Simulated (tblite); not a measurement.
# C2H8GeSi: the cost of one run

The runs use tblite 0.8.0 and PySCF 2.14.0, with density-fitted response routines of our own; the level of theory stands in each step. All values are computed, except where a source is named. Atoms count from 0, in the outputs and in this text.

## 1. The starting structure

12 atoms, charge 0, multiplicity 1; geometry from: force field or distance geometry start.

Bonds of the start (Å): C0–C1 1.33, C1–Si2 1.83, Si2–Ge3 2.32, C0–H4 1.08, C0–H5 1.10, C1–H6 1.09, Si2–H7 1.47, Si2–H8 1.47, Ge3–H9 1.56, Ge3–H10 1.55, Ge3–H11 1.54.

## 2. Geometry optimisation with GFN2-xTB

What the job is given:

```
{"job": {"kind": "relax", "xc": "GFN2-xTB", "basis": "xTB"}, "charge": 0, "multiplicity": 1}
C      1.870700     0.651200    -0.538900
C      1.410900    -0.486800    -0.031600
Si    -0.324800    -1.033200    -0.261800
Ge    -1.760400     0.550100     0.646900
H      2.892800     0.950500    -0.376700
H      1.203100     1.301000    -1.116900
H      2.086600    -1.121200     0.546800
H     -0.605100    -1.155700    -1.698900
H     -0.539000    -2.329000     0.397400
H     -1.470400     0.674300     2.175900
H     -3.231300     0.092000     0.444200
H     -1.531700     1.906200    -0.036100
```

Started as:

```sh
$ OMP_NUM_THREADS=1 python probes_run.py task.json out
```

One launch serves the whole session: the jobs run in the order shown.

**Question.** How long does this first job take on 1 thread of Arm Neoverse N1, shared host, and how much memory does it need?

About 1.1 s, with a peak of 0.18 GiB.
